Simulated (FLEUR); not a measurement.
# BiTe (Fm-3m) in FLEUR: convergence with fermiSmearingEnergy

Aim: find how far fermiSmearingEnergy must go before the results for BiTe settle, at PBE. This setting moves, with any that are tied to it; all else stays.

Program: FLEUR MaX-R8.1 (later development tree). These are calculated values, not measurements. Logs are shortened: lines on timing, memory, paths and dates and some standing lists are left out, and cuts for length are marked.

## 1. The structure

It takes space group Fm-3m (No. 225, cubic). The conventional cell has a = 6.470 Å, b = 6.470 Å, c = 6.470 Å, α = 90.00°, β = 90.00°, γ = 90.00°. Bi (site symmetry m-3m) is surrounded by 6 Te at 3.23 Å. Te (site symmetry m-3m) is surrounded by 6 Bi at 3.23 Å.

## 2. With fermiSmearingEnergy 0.4 eV

inp.xml reads:

```xml
<?xml version="1.0" encoding="UTF-8" standalone="no"?>
<fleurInput fleurInputVersion="0.39">
   <comment>
      BiTe                                                                                                
   </comment>
   <calculationSetup>
      <cutoffs Kmax="4.1" Gmax="12.7" GmaxXC="12.7" numbands="0"/>
      <scfLoop itmax="60" minDistance="0.00001" maxIterBroyd="15" imix="Anderson" alpha="0.05" precondParam="0.0" spinf="2.0" sdNocoIR="T"/>
      <coreElectrons ctail="T" frcor="F" kcrel="0" coretail_lmax="0"/>
      <xcFunctional name="pbe" relativisticCorrections="F"/>
      <magnetism jspins="1"/>
      <soc l_soc="F" theta="0.0" phi="0.0" spav="F"/>
      <expertModes spex="0" secvar="F"/>
      <geometryOptimization l_f="T" forcealpha="1.0" forcemix="BFGS" epsdisp="0.0005" epsforce="0.0002"/>
      <ldaU l_linMix="F" mixParam="0.05" spinf="1.0"/>
   </calculationSetup>
   <cell>
      <bzIntegration valenceElectrons="43.0" mode="hist" fermiSmearingEnergy="0.01469973">
         <kPointListSelection listName="default-1"/>
         <!-- k-points included here -->
         <xi:include xmlns:xi="http://www.w3.org/2001/XInclude" href="kpts.xml"> </xi:include>
      </bzIntegration>
      <!-- symmetry operations included here -->
      <xi:include xmlns:xi="http://www.w3.org/2001/XInclude" href="sym.xml"> </xi:include>
      <bulkLattice scale="1.0">
         <bravaisMatrix>
            <row-1>    0.0000000000000000     6.1132640130809994     6.1132640130809994</row-1>
            <row-2>    6.1132640130809994     0.0000000000000000     6.1132640130809994</row-2>
            <row-3>    6.1132640130809994     6.1132640130809994     0.0000000000000000</row-3>
         </bravaisMatrix>
      </bulkLattice>
   </cell>
   <atomSpecies>
      <species name="Bismuth (Bi)" element="Bi" atomicNumber="83">
         <mtSphere radius="2.66" gridPoints="879" logIncrement="0.015"/>
         <atomicCutoffs lmax="10" lnonsphr="10"/>
         <electronConfig flipSpins="F">
            <coreConfig>(1s1/2) (2s1/2) (2p1/2) (2p3/2) (3s1/2) (3p1/2) (3p3/2) (4s1/2) (3d3/2) (3d5/2) (4p1/2) (4p3/2) (5s1/2) (4d3/2) (4d5/2) (4f5/2) (4f7/2)</coreConfig>
            <valenceConfig>(5p1/2) (5p3/2) (6s1/2) (5d3/2) (5d5/2) (6p1/2) (6p3/2)</valenceConfig>
            <stateOccupation state="(6p1/2)" spinUp="0.500000" spinDown="0.500000"/>
            <stateOccupation state="(6p3/2)" spinUp="1.000000" spinDown="1.000000"/>
         </electronConfig>
         <energyParameters s="6" p="6" d="5" f="5"/>
         <lo type="SCLO" l="1" n="5" eDeriv="0"/>
         <lo type="SCLO" l="1" n="5" eDeriv="1"/>
         <lo type="SCLO" l="0" n="6" eDeriv="2"/>
         <lo type="SCLO" l="2" n="5" eDeriv="2"/>
         <lo type="SCLO" l="3" n="5" eDeriv="2"/>
      </species>
      <species name="Tellurium (Te)" element="Te" atomicNumber="52">
         <mtSphere radius="2.66" gridPoints="879" logIncrement="0.015"/>
         <atomicCutoffs lmax="10" lnonsphr="10"/>
         <electronConfig flipSpins="F">
            <coreConfig>(1s1/2) (2s1/2) (2p1/2) (2p3/2) (3s1/2) (3p1/2) (3p3/2) (4s1/2) (3d3/2) (3d5/2)</coreConfig>
            <valenceConfig>(4p1/2) (4p3/2) (5s1/2) (4d3/2) (4d5/2) (5p1/2) (5p3/2)</valenceConfig>
            <stateOccupation state="(5p1/2)" spinUp="0.666667" spinDown="0.666667"/>
            <stateOccupation state="(5p3/2)" spinUp="1.333333" spinDown="1.333333"/>
         </electronConfig>
         <energyParameters s="5" p="5" d="5" f="4"/>
         <lo type="SCLO" l="1" n="4" eDeriv="0"/>
         <lo type="SCLO" l="1" n="4" eDeriv="1"/>
         <lo type="SCLO" l="2" n="4" eDeriv="0"/>
         <lo type="SCLO" l="2" n="4" eDeriv="1"/>
         <lo type="SCLO" l="0" n="5" eDeriv="2"/>
         <lo type="SCLO" l="3" n="4" eDeriv="2"/>
      </species>
   </atomSpecies>
   <atomGroups>
      <atomGroup species="Bismuth (Bi)">
         <relPos label="                   1">.0000000000 .0000000000 .0000000000</relPos>
         <force calculate="T" relaxXYZ="TTT"/>
      </atomGroup>
      <atomGroup species="Tellurium (Te)">
         <relPos label="                   2">1.000/2.000 1.000/2.000 1.000/2.000</relPos>
         <force calculate="T" relaxXYZ="TTT"/>
      </atomGroup>
   </atomGroups>
   <output dos="F" band="F" slice="F">
      <checks vchk="F" cdinf="F"/>
      <bandDOS minEnergy="-.5*Htr" maxEnergy="0.5*Htr" sigma="0.015" storeEVData="T"/>
      <vacuumDOS vacdos="F" integ="F" star="F" nstars="0" locx1="0.0" locy1="0.0" locx2="0.0" locy2="0.0" nstm="0" tworkf="0.0"/>
      <unfoldingBand unfoldBand="F" supercellX="1" supercellY="1" supercellZ="1"/>
      <plotting iplot="0" polar="F">
         <plot TwoD="T" vec1="  1.0  0.0  0.0" vec2="  0.0  1.0  0.0" vec3="  0.0  0.0  1.0" zero="  0.0  0.0  0.0" file="plot"/>
      </plotting>
      <chargeDensitySlicing numkpt="0" minEigenval="0.0" maxEigenval="0.0" nnne="0" pallst="F"/>
      <specialOutput eonly="F"/>
      <moessbauerParams electricFieldGradient="T" isomerShift="T" coreHyperfine="T" valenceHyperfine="T"/>
      <magneticCircularDichroism mcd="F" energyLo="-10.0" energyUp="0.0"/>
   </output>
  <!-- We include the file relax.xml here to enable relaxations (see documentation) -->
  <xi:include xmlns:xi="http://www.w3.org/2001/XInclude" href="relax.xml"> <xi:fallback/> </xi:include>
</fleurInput>
```

crystal.txt reads:

```
BiTe
&input cartesian=F /
0.0000000000  3.2350000000  3.2350000000
3.2350000000  0.0000000000  3.2350000000
3.2350000000  3.2350000000  0.0000000000
1.8897261246
1.0 1.0 1.0

2
83 0.0000000000  0.0000000000  0.0000000000
52 0.5000000000  0.5000000000  0.5000000000

&kpt div1=6 div2=6 div3=6 gamma=T /
```

Potentials or basis: all-electron, FLAPW.

Started as:

```bash
inpgen -f crystal.txt -profile fastHighL
# inp.xml edited to the form shown
fleur_MPI
```

The log of the run:

```text
Welcome to FLEUR        (www.flapw.de)
      MaX-Release 8.1          (www.max-centre.eu)

 ========== k-point set info ==========
 Selected k-point list: default-1
 k-point list type: mesh
 6 x 6 x 6
 Number of k points: 16

 ------------Calculation Setup---------------------------
 Number of MPI-tasks      :            1
 Number of PE/node        :            1
 Number of OMP-threads    :            1
 Most efficient MPI parallelization for:
           1           2           4           8          16
 Additional eigenvalue parallelization possible
 Number of basis functions:          628
 Approximate size of matrices (H+S) per k-point:         0.006 GB
 --------------------------------------------------------
 Iteration:     1   Distance:       8.84779304 me/bohr^3
 Iteration:     2   Distance:       8.30867412 me/bohr^3
 Iteration:     3   Distance:       3.07812117 me/bohr^3
 Iteration:     4   Distance:       0.83209889 me/bohr^3
 Iteration:     5   Distance:       0.63154469 me/bohr^3
 Iteration:     6   Distance:       0.08420261 me/bohr^3
 Iteration:     7   Distance:       0.03681327 me/bohr^3
 Iteration:     8   Distance:       0.02682138 me/bohr^3
 Iteration:     9   Distance:       0.00238104 me/bohr^3
 Iteration:    10   Distance:       0.00096324 me/bohr^3
 Iteration:    11   Distance:       0.00036193 me/bohr^3
 Iteration:    12   Distance:       0.00006145 me/bohr^3
 Iteration:    13   Distance:       0.00000801 me/bohr^3

 ********************************************************************
 Run finished successfully
 Stop message:
   Structural relaxation: Done
 ********************************************************************
```

out.xml (last iteration):

```text
<iteration numberForCurrentRun="   14" overallNumber="   14">
         <energyParameters units="Htr">
            <atomicEP atomType="1" spin="1" branch="6s" branchLowest="-5.38" branchHighest="0.38" value="-0.1571331447"/>
            <atomicEP atomType="1" spin="1" branch="6p" branchLowest="-3.11" branchHighest="1.23" value="0.1686174440"/>
            <atomicEP atomType="1" spin="1" branch="5d" branchLowest="-15.36" branchHighest="-0.54" value="-0.5495891877"/>
            <atomicEP atomType="1" spin="1" branch="5f" branchLowest="-5.20" branchHighest="1.72" value="0.5245117953"/>
            <loAtomicEP atomType="1" spin="1" branch="5p" branchLowest="-24.59" branchHighest="-3.11" value="-3.1836811295"/>
            <loAtomicEP atomType="1" spin="1" branch="5p" branchLowest="-24.59" branchHighest="-3.11" value="-3.1836811295"/>
            <loAtomicEP atomType="1" spin="1" branch="6s" branchLowest="-5.38" branchHighest="0.38" value="-0.1571331447"/>
            <loAtomicEP atomType="1" spin="1" branch="5d" branchLowest="-15.36" branchHighest="-0.54" value="-0.5862902072"/>
            <loAtomicEP atomType="1" spin="1" branch="5f" branchLowest="-5.20" branchHighest="1.72" value="0.5244951345"/>
            <atomicEP atomType="2" spin="1" branch="5s" branchLowest="-5.61" branchHighest="0.30" value="-0.1670579358"/>
            <atomicEP atomType="2" spin="1" branch="5p" branchLowest="-3.78" branchHighest="0.93" value="0.1338605538"/>
            <atomicEP atomType="2" spin="1" branch="5d" branchLowest="-1.10" branchHighest="2.02" value="0.3828346295"/>
            <atomicEP atomType="2" spin="1" branch="4f" branchLowest="-9.99" branchHighest="1.53" value="0.5412836592"/>
            <loAtomicEP atomType="2" spin="1" branch="4p" branchLowest="-29.09" branchHighest="-3.78" value="-3.7896362159"/>
[... 124 lines left out ...]
            </sumOfEigenvalues>
            <densityCoulombPotentialIntegral value="-49178.2806942168"/>
            <densityEffectivePotentialIntegral value="-49930.0665396443"/>
            <chargeDenXCDenIntegral value="-574.8472826435"/>
            <FockExchangeEnergyValence value="0.0000000000"/>
            <FockExchangeEnergyCore value="0.0000000000"/>
            <atomTypeDependentContributions atomType="1">
               <electronNucleiInteractionDifferentMTs value="27333.9608427788"/>
               <MadelungTerm value="-43.2179275169"/>
            </atomTypeDependentContributions>
            <atomTypeDependentContributions atomType="2">
               <electronNucleiInteractionDifferentMTs value="8240.6596716513"/>
               <MadelungTerm value="-25.0012168585"/>
            </atomTypeDependentContributions>
            <tkbTimesEntropy value="0.0222687990"/>
            <freeEnergy value="-28377.9827476714"/>
            <extrapolationTo0K value="-28377.9716132719"/>
         </totalEnergy>
         <totalForcesOnRepresentativeAtoms units="Htr/bohr">
            <forceTotal atomType="1" x="0.000000" y="0.000000" z="0.000000" F_x="0.00000000" F_y="0.00000000" F_z="0.00000000"/>
            <forceTotal atomType="2" x="6.113264" y="6.113264" z="6.113264" F_x="0.00000000" F_y="0.00000000" F_z="0.00000000"/>
         </totalForcesOnRepresentativeAtoms>
      </iteration>
```

Wall time 62 s (1 thread of Arm Neoverse V1, shared host); peak memory 0.07 GiB.

What came out:

| Item | Value |
| --- | --- |
| Free energy | -772204.2494 eV |
| Band gap on the k mesh | none (metal or under the smearing width) |
| Valence electrons inside the program's atomic spheres | Bi 18.75; Te 20.06 (radii Bi 2.66, Te 2.66 bohr) |

## 3. With fermiSmearingEnergy 0.3 eV

inp.xml: that of step 2 with these lines changed.

```diff
@@ -17,3 +17,3 @@
    <cell>
-      <bzIntegration valenceElectrons="43.0" mode="hist" fermiSmearingEnergy="0.01469973">
+      <bzIntegration valenceElectrons="43.0" mode="hist" fermiSmearingEnergy="0.01102480">
          <kPointListSelection listName="default-1"/>
```

crystal.txt is that of step 2.

Potentials or basis: all-electron, FLAPW.

Started as:

```bash
inpgen -f crystal.txt -profile fastHighL
# inp.xml edited to the form shown
fleur_MPI
```

It took 66 s on 1 thread of Arm Neoverse V1, shared host; peak memory 0.07 GiB.

What came out:

| Property | Result |
| --- | --- |
| Free energy | -772204.1134 eV |
| Band gap on the k mesh | none (metal or under the smearing width) |
| Valence electrons inside the program's atomic spheres | Bi 18.75; Te 20.06 (radii Bi 2.66, Te 2.66 bohr) |

## 4. With fermiSmearingEnergy 0.2 eV

inp.xml: that of step 3 with these lines changed.

```diff
@@ -17,3 +17,3 @@
    <cell>
-      <bzIntegration valenceElectrons="43.0" mode="hist" fermiSmearingEnergy="0.01102480">
+      <bzIntegration valenceElectrons="43.0" mode="hist" fermiSmearingEnergy="0.00734986">
          <kPointListSelection listName="default-1"/>
```

crystal.txt is that of step 3.

Started as:

```bash
inpgen -f crystal.txt -profile fastHighL
# inp.xml edited to the form shown
fleur_MPI
```

Run time: 67 s. Hardware: 1 thread of Arm Neoverse V1, shared host; peak memory 0.07 GiB.

Results:

```yaml
Free_energy: -772204.0088 eV
Band_gap_on_the_k_mesh: none (metal or under the smearing width)
Valence_electrons_inside_the_program's_atomic_spheres: Bi 18.75; Te 20.06 (radii Bi 2.66, Te 2.66 bohr)
```

## 5. With fermiSmearingEnergy 0.1 eV

inp.xml: that of step 4 with these lines changed.

```diff
@@ -17,3 +17,3 @@
    <cell>
-      <bzIntegration valenceElectrons="43.0" mode="hist" fermiSmearingEnergy="0.00734986">
+      <bzIntegration valenceElectrons="43.0" mode="hist" fermiSmearingEnergy="0.00367493">
          <kPointListSelection listName="default-1"/>
```

crystal.txt is that of step 4.

Started as:

```bash
inpgen -f crystal.txt -profile fastHighL
# inp.xml edited to the form shown
fleur_MPI
```

Wall time 66 s (1 thread of Arm Neoverse V1, shared host); peak memory 0.07 GiB.

Results:

| Quantity | Value |
| --- | --- |
| Free energy | -772203.9382 eV |
| Band gap on the k mesh | none (metal or under the smearing width) |
| Valence electrons inside the program's atomic spheres | Bi 18.75; Te 20.05 (radii Bi 2.66, Te 2.66 bohr) |

## 6. With fermiSmearingEnergy 0.05 eV

inp.xml: that of step 5 with these lines changed.

```diff
@@ -17,3 +17,3 @@
    <cell>
-      <bzIntegration valenceElectrons="43.0" mode="hist" fermiSmearingEnergy="0.00367493">
+      <bzIntegration valenceElectrons="43.0" mode="hist" fermiSmearingEnergy="0.00183747">
          <kPointListSelection listName="default-1"/>
```

crystal.txt is that of step 5.

Potentials or basis: all-electron, FLAPW.

Started as:

```bash
inpgen -f crystal.txt -profile fastHighL
# inp.xml edited to the form shown
fleur_MPI
```

It took 65 s on 1 thread of Arm Neoverse V1, shared host; peak memory 0.07 GiB.

Results:

| Quantity | Value |
| --- | --- |
| Free energy | -772203.9151 eV |
| Band gap on the k mesh | none (metal or under the smearing width) |
| Valence electrons inside the program's atomic spheres | Bi 18.75; Te 20.05 (radii Bi 2.66, Te 2.66 bohr) |

## 7. With fermiSmearingEnergy 0.025 eV

inp.xml: that of step 6 with these lines changed.

```diff
@@ -17,3 +17,3 @@
    <cell>
-      <bzIntegration valenceElectrons="43.0" mode="hist" fermiSmearingEnergy="0.00183747">
+      <bzIntegration valenceElectrons="43.0" mode="hist" fermiSmearingEnergy="0.00091873">
          <kPointListSelection listName="default-1"/>
```

crystal.txt is that of step 6.

Started as:

```bash
inpgen -f crystal.txt -profile fastHighL
# inp.xml edited to the form shown
fleur_MPI
```

Run time: 65 s. Hardware: 1 thread of Arm Neoverse V1, shared host; peak memory 0.07 GiB.

Results:

```yaml
Free_energy: -772203.9073 eV
Band_gap_on_the_k_mesh: none (metal or under the smearing width)
Valence_electrons_inside_the_program's_atomic_spheres: Bi 18.75; Te 20.06 (radii Bi 2.66, Te 2.66 bohr)
```

## 8. With fermiSmearingEnergy 0.01 eV

inp.xml: that of step 7 with these lines changed.

```diff
@@ -17,3 +17,3 @@
    <cell>
-      <bzIntegration valenceElectrons="43.0" mode="hist" fermiSmearingEnergy="0.00091873">
+      <bzIntegration valenceElectrons="43.0" mode="hist" fermiSmearingEnergy="0.00036749">
          <kPointListSelection listName="default-1"/>
```

crystal.txt is that of step 7.

Started as:

```bash
inpgen -f crystal.txt -profile fastHighL
# inp.xml edited to the form shown
fleur_MPI
```

Wall time 64 s (1 thread of Arm Neoverse V1, shared host); peak memory 0.07 GiB.

Results:

| Property | Result |
| --- | --- |
| Free energy | -772203.9046 eV |
| Band gap on the k mesh | none (metal or under the smearing width) |
| Valence electrons inside the program's atomic spheres | Bi 18.75; Te 20.06 (radii Bi 2.66, Te 2.66 bohr) |

## 9. The series at a glance

```
fermiSmearingEnergy  energy less the tightest run, at zero smearing (meV/atom)  SCF cycles  CPU time (s)  peak memory (GiB)
             0.4 eV                                                     -21.20          14            62               0.07
             0.3 eV                                                     -14.60          15            66               0.07
             0.2 eV                                                      -8.50          15            67               0.07
             0.1 eV                                                      -3.57          15            66               0.07
            0.05 eV                                                      -0.92          15            65               0.07
           0.025 eV                                                      -0.11          15            65               0.07
            0.01 eV                                                       0.00          15            64               0.07
```

Against the tightest run, the energy stays within 1 meV/atom from 0.05 eV on. Narrower smearing needs a denser k mesh, so at a fixed mesh the narrowest width isn't the most accurate. The tightest run that finished is the yardstick and may itself not be fully converged.

Caveats: spin-orbit coupling is left out, which moves the levels of the heavy elements.
